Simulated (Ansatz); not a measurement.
Input of an Ansatz 0.2.0 run:

The input input:

```
crystal:
  lattice:
    - [3.9012, 0.0, 0.0]
    - [0.0, 3.9012, 0.0]
    - [0.0, 0.0, 3.9012]
  atoms:
    - { symbol: Ta, position: [0.0, 0.0, 0.0] }
    - { symbol: F, position: [0.0, 0.0, 0.5] }
    - { symbol: F, position: [0.0, 0.5, 0.0] }
    - { symbol: F, position: [0.5, 0.0, 0.0] }
hamiltonian:
  xc: r2scan0
  pseudopotentials: { kind: paw }
kpoints:
  mp_grid: { grid: [4, 4, 4] }
scf:
  occupations: { method: fermi_dirac, width: 0.05 }
output:
  forces: true
  stress: true
  eigenvalues: true
```

Task: Estimate the pressure.

Result: 20.3 GPa.

Task: What does it give for the band gap on the k mesh?

Result: None (metal or under the smearing width).

Caveat: the k mesh is coarse (spacing up to 0.40 Å⁻¹), so the values aren't converged, least of all with exact exchange; so large a pressure means that the cell lies far from this level's equilibrium, or that cutoff or potentials fall short; the PAW data sets come from PBE, with cores solved anew for the run's functional, which leaves a small shift of forces and pressure; the thresholds are loose for stress. The run has no spin-orbit coupling, so splittings on Ta are missing.
